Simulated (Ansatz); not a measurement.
# BeC3: the cost of one run

Program: Ansatz 0.2.0. Level of theory: DFT PBE, scalar-relativistic, plane waves, PAW. These are calculated values, not measurements.

1 further run of the same task is left out (set aside as unsound or not needed).

### 1 The starting structure

The structure is cubic, space group Pm-3m (No. 221). Conventional cell: a = 3.094 Å, b = 3.094 Å, c = 3.094 Å, α = 90.00°, β = 90.00°, γ = 90.00°. Be (site symmetry m-3m) has 12 C at 2.19 Å as nearest neighbours. Around C (site symmetry 4/mmm) lie 4 Be at 2.19 Å and 8 C at 2.19 Å.

Structure file:

```cif
data_structure
_symmetry_space_group_name_H-M 'Pm-3m'
_symmetry_Int_Tables_number 221
_cell_length_a 3.0936
_cell_length_b 3.0936
_cell_length_c 3.0936
_cell_angle_alpha 90.000
_cell_angle_beta 90.000
_cell_angle_gamma 90.000
_cell_volume 29.61
loop_
_atom_site_label
_atom_site_type_symbol
_atom_site_symmetry_multiplicity
_atom_site_Wyckoff_symbol
_atom_site_fract_x
_atom_site_fract_y
_atom_site_fract_z
_atom_site_occupancy
Be1 Be 1 a 0.00000 0.00000 0.00000 1
C1 C 3 c 0.00000 0.50000 0.50000 1
```

(A quick probe on a coarse mesh, which set the mesh and smearing, is not shown.)

### 3 A loose first relaxation

Input file input.yaml:

```yaml
crystal:
  lattice:
    - [3.0935540893, 0.0, 0.0]
    - [0.0, 3.0935540893, 0.0]
    - [0.0, 0.0, 3.0935540893]
  atoms:
    - { symbol: Be, position: [0.0, 0.0, 0.0] }
    - { symbol: C, position: [0.0, 0.5, 0.5] }
    - { symbol: C, position: [0.5, 0.0, 0.5] }
    - { symbol: C, position: [0.5, 0.5, 0.0] }
basis:
  ecutwfc: 420
kpoints:
  mp_grid: { grid: [6, 6, 6] }
hamiltonian:
  xc: pbe
scf:
  occupations: { method: gaussian, width: 0.1 }
  lower_state_search: "off"
output:
  forces: true
  stress: true
  eigenvalues: true
relax:
  adjacent_minimum: "off"
  f_tol: 0.04
  max_steps: 70
  cell: { stress_tol: 0.4 }
```

Command:

```sh
ansatz run input.yaml --threads 1 --pin off --max-ram 2560MiB --backend cpu --events-out ev --progress --plain --runs-dir out
```

Q: Estimate wall time and peak memory on 1 thread of Arm Neoverse V1, shared host.

About 5.1 s, with a peak of 0.27 GiB.
